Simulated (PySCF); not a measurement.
# From one method to the next for TeSe (triplet)

What do other methods print for TeSe (triplet)?

Program: PySCF 2.14.0. Level of theory: each script names its method and basis. These are calculated values, not measurements.

3 further runs of the same task are left out: 3 that didn't finish.

### 1 Starting geometry

TeSe (triplet): 2 atoms, charge 0, spin multiplicity 3.

Bond lengths: Te1–Se2 2.435 Å.

### 2 Base script

The input, input.py:

```python
from pyscf import gto, dft

mol = gto.M(
    atom='Te 0 0 0; Se 0 0 2.435',
    basis='lanl2dz',
    ecp={'Te': 'lanl2dz', 'Se': 'lanl2dz'},
    charge=0,
    spin=2,
    verbose=4,
)
mf = dft.UKS(mol, xc='x3lyp')
mf.kernel()
mf.mulliken_pop()
mf.dip_moment()
print('orbital energies (hartree):', [e[max(0, n-3):n+3].round(4) for e, n in zip(mf.mo_energy, mol.nelec)])
```

Started as:

```sh
$ OMP_NUM_THREADS=1 python input.py
```

The log of this run is left out.

In short: E(SCF) = -17.244807 Eh, 10 cycles, ⟨S²⟩ = 2.003, μ = 1.20 D.

The bond length is a typed value, not an optimised one. The triplet is typed in the script; nothing here shows that it is the ground state.

### 3 MP2 (UHF)

Edit 1 changes step after the SCF: analyze → mp2; SCF type: UKS → UHF; functional: x3lyp → none (Hartree–Fock).

The input, input.py:

```python
from pyscf import gto, scf, mp

mol = gto.M(
    atom='Te 0 0 0; Se 0 0 2.435',
    basis='lanl2dz',
    ecp={'Te': 'lanl2dz', 'Se': 'lanl2dz'},
    charge=0,
    spin=2,
    verbose=4,
)
mf = scf.UHF(mol)
mf.kernel()
mp.MP2(mf).kernel()
mf.dip_moment()
print('orbital energies (hartree):', [e[max(0, n-3):n+3].round(4) for e, n in zip(mf.mo_energy, mol.nelec)])
```

Started as:

```sh
$ OMP_NUM_THREADS=1 python input.py
```

### 4 SCF alone

Edit 2 changes step after the SCF: analyze → none.

Changes to input.py since step 2:

```diff
@@ -12,3 +12,2 @@
 mf.kernel()
-mf.mulliken_pop()
 mf.dip_moment()
```

### 5 Pw91

Edit 3 changes functional: x3lyp → pw91.

Changes to input.py since step 2:

```diff
@@ -10,3 +10,3 @@
 )
-mf = dft.UKS(mol, xc='x3lyp')
+mf = dft.UKS(mol, xc='pw91')
 mf.kernel()
```

Q: Predict the outcome of this session. Wanted: for each run, E(SCF); from base; gap, α spin; SCF dipole; after the SCF.

As calculated:

| run | E(SCF) (hartree) | from base (eV) | cycles | gap, α spin (eV) | SCF dipole (D) | after the SCF |
| --- | --- | --- | --- | --- | --- | --- |
| base | -17.244807 | 0 | 10 | 4.57 | 1.20 | n/a |
| MP2 (UHF) | -16.866099 | not comparable | 13 | 10.51 | 1.58 | MP2 correlation -1.927 eV |
| SCF alone | -17.244807 | 0.0000 | 10 | 4.57 | 1.20 | n/a |
| pw91 | -17.310521 | not comparable | 10 | 2.95 | 1.13 | n/a |

What this shows: The α-spin gap between the frontier levels is 3.0 eV with pw91 (0 % exact exchange) and 4.6 eV with x3lyp (22 %): exact exchange opens it. Total energies of different functionals can't be compared with each other; differences within one functional can.
